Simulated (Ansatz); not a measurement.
Input of an Ansatz 0.2.0 run:

The input input.yaml:

```yaml
crystal:
  lattice:
    - [1.412615, -5.210747, 0.0]
    - [1.412615, 5.210747, 0.0]
    - [0.0, 0.0, 4.343424]
  atoms:
    - { symbol: Cu, position: [0.167253, 0.832747, 0.75] }
    - { symbol: Cu, position: [0.832747, 0.167253, 0.25] }
    - { symbol: O, position: [0.78897, 0.21103, 0.75] }
    - { symbol: O, position: [0.21103, 0.78897, 0.25] }
    - { symbol: O, position: [0.551486, 0.448514, 0.75] }
    - { symbol: O, position: [0.448514, 0.551486, 0.25] }
hamiltonian:
  xc: pbesol
  pseudopotentials: { kind: paw }
kpoints:
  mp_grid: { grid: [8, 8, 6] }
scf:
  occupations: { method: fermi_dirac, width: 0.05 }
  n_extra_bands: 15
output:
  forces: true
  stress: true
  eigenvalues: true
  dos: { projected: false, de: 0.05, nscf_kmesh: { grid: [12, 12, 9] } }
  write_density: true
  write_potential: true
  elf: true
  volumetric_format: npy
```

Potentials or basis: Ansatz PAW.

Run with:

```bash
$ ansatz run input.yaml --threads 2 --pin off --max-ram 5632MiB --backend cpu --events-out ev --progress --plain --runs-dir out
```

**Question.** What does it give for the density of states at the Fermi level?

**Answer.** 6.50 states/eV per cell.

**Question.** Predict the band gap on the k mesh.

**Answer.** None (metal or under the smearing width).

**Question.** Estimate the largest force.

**Answer.** 0.510 eV/Å.

Stress tensor (GPa, compression positive):
```
-10.89   0.00   0.00
  0.00  -8.58   0.00
  0.00   0.00  -6.70
```

Caveat: the pressure holds a Pulay correction of +0.9 GPa for the finite cutoff; the run has no spin polarisation, though such a crystal can be magnetic; semilocal functionals often make such compounds metallic where correlation or magnetic order opens a gap, which also shifts bond lengths; the PAW data sets come from PBE, with cores solved anew for the run's functional, which leaves a small shift of forces and pressure; the density of states is complete only up to the lowest level of the last band computed. With open d or f shells a metallic result of PBEsol can be an artefact of self-interaction; +U or a hybrid may open a gap.
